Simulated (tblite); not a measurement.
# CH3F2OSi (SMILES FC(F)O[SiH2]): GFN1-xTB

Wanted: a structure relaxation of CH3F2OSi. Input form: a Python script.

The calculation is run with tblite 0.8.0.

30 further runs of the same task are left out: 30 set aside as unsound or not needed.

**1. Starting point**

The species is CH3F2OSi (8 atoms), meant as a doublet with charge 0. As SMILES, `FC(F)O[SiH2]`. Geometry: relaxed at GFN2-xTB. This is one conformer, not always the lowest. The run starts from this shape.

Bond lengths: F1–C2 1.360 Å, C2–F3 1.359 Å, C2–O4 1.318 Å, O4–Si5 1.671 Å, C2–H6 1.102 Å, Si5–H7 1.453 Å, Si5–H8 1.452 Å. Angles: F1–C2–F3 104.3°, F1–C2–O4 112.2°, F3–C2–O4 112.2°, C2–O4–Si5 124.6°, F1–C2–H6 107.9°, F3–C2–H6 107.8°, O4–C2–H6 112.0°, O4–Si5–H7 109.3°, O4–Si5–H8 109.3°, H7–Si5–H8 117.0°.

**2. A geometry optimisation at GFN1-xTB**

Input file molecule.xyz:

```xyz
8

F     -0.742380    -0.027610     1.508330
C      0.495760    -0.074510     0.948240
F      0.843410     1.230120     0.789810
O      0.501220    -0.733530    -0.192590
Si    -0.428250    -0.335170    -1.522540
H      1.184090    -0.518660     1.685840
H     -1.833240    -0.506560    -1.195530
H     -0.020600     0.965910    -2.021550
```

Input file script.py:

```python
import json
import numpy as np
from tblite.interface import Calculator
from tblite.interface import symbols_to_numbers
from scipy.optimize import minimize

symbols = list(map(str, np.loadtxt("molecule.xyz", skiprows=2, usecols=0, dtype=str, ndmin=1)))
numbers = np.array(symbols_to_numbers(symbols))
positions = np.loadtxt("molecule.xyz", skiprows=2, usecols=(1, 2, 3), ndmin=2) / 0.52917721

calculator = Calculator("GFN1-xTB", numbers, positions, charge=0, uhf=1)
calculator.set("verbosity", 0)
calculator.set("accuracy", 0.01)
calculator.add("spin-polarization", 1.0)
last, frames, energies, grads = [None], [], [], []

def fun(x):
    calculator.update(x.reshape(-1, 3))
    last[0] = calculator.singlepoint(last[0])
    return float(last[0].get('energy')), last[0].get('gradient').ravel()

def show(x):
    e, g = fun(x)
    frames.append(x.reshape(-1, 3).tolist())
    energies.append(e)
    grads.append(g.reshape(-1, 3).tolist())
    print(f"{len(energies) - 1:4d} {e:16.9f} {np.abs(g).max():12.3e} {np.linalg.norm(g):12.3e}")

print("step      energy/Eh       max grad     grad norm")
show(positions.ravel())
opt = minimize(fun, positions.ravel(), jac=True, method="BFGS", callback=show, options={"gtol": 3e-05, "maxiter": 500})
print("converged:", opt.success, "-", opt.message)
fun(opt.x)
result = last[0]
final = opt.x.reshape(-1, 3)
print("final geometry (angstrom)")
for s, p in zip(symbols, final * 0.529177210903):
    print(f"{s:<2} {p[0]:12.6f} {p[1]:12.6f} {p[2]:12.6f}")
print(f"E(total): {result.get('energy') * 627.5095:.8f} kcal/mol")
eps = np.atleast_2d(result.get("orbital-energies")) * 27.211386
occ = np.atleast_2d(result.get("orbital-occupations"))
filled = occ.sum(axis=0) if eps.shape[0] == 1 else occ[0]
homo = np.nonzero(filled > 0.5)[0].max()
print(f"HOMO {eps[0, homo]:.4f} eV")
if homo + 1 < eps.shape[1]:
    print(f"LUMO {eps[0, homo + 1]:.4f} eV, gap {eps[0, homo + 1] - eps[0, homo]:.4f} eV")
mu = result.get("dipole") * 2.541746
print(f"|mu|: {np.linalg.norm(mu):.4f} D, components " + " ".join(f"{c:.4f}" for c in mu))
q = result.get("charges")
print("Charges:", " ".join(f"{s}{i + 1}={c:+.4f}" for i, (s, c) in enumerate(zip(symbols, q))))
out = {k: np.asarray(result.get(k)).tolist() for k in ("energy", "gradient", "charges", "dipole", "orbital-energies", "orbital-occupations")}
out.update(symbols=symbols, positions=(positions * 0.529177210903).tolist(), final=final.tolist(), frames=frames, step_energies=energies, grads=grads, success=bool(opt.success))
json.dump(out, open("results.json", "w"))
```

Started as:

```console
$ python script.py
```

Q: Predict the results. Wanted: total energy at the end; dipole moment; HOMO energy; LUMO energy.

**Answer.** As computed:

At GFN1-xTB:

| quantity | value |
| --- | --- |
| total energy at the end | -20.59319 Eh |
| dipole moment | 2.59 D |
| HOMO energy (as the program lists it) | -9.28 eV |
| LUMO energy (as the program lists it) | -5.66 eV |

At the final geometry: Bond lengths: F1–C2 1.350 Å, C2–F3 1.350 Å, C2–O4 1.346 Å, O4–Si5 1.645 Å, C2–H6 1.103 Å, Si5–H7 1.465 Å, Si5–H8 1.465 Å. Angles: F1–C2–F3 106.6°, F1–C2–O4 110.4°, F3–C2–O4 110.4°, C2–O4–Si5 172.0°, F1–C2–H6 107.8°, F3–C2–H6 107.8°, O4–C2–H6 113.6°, O4–Si5–H7 104.8°, O4–Si5–H8 104.8°, H7–Si5–H8 106.1°. The optimisation took 38 steps and changed the energy by -0.401 eV. Mulliken charges run from -0.39 on O4 to +0.64 on C2.
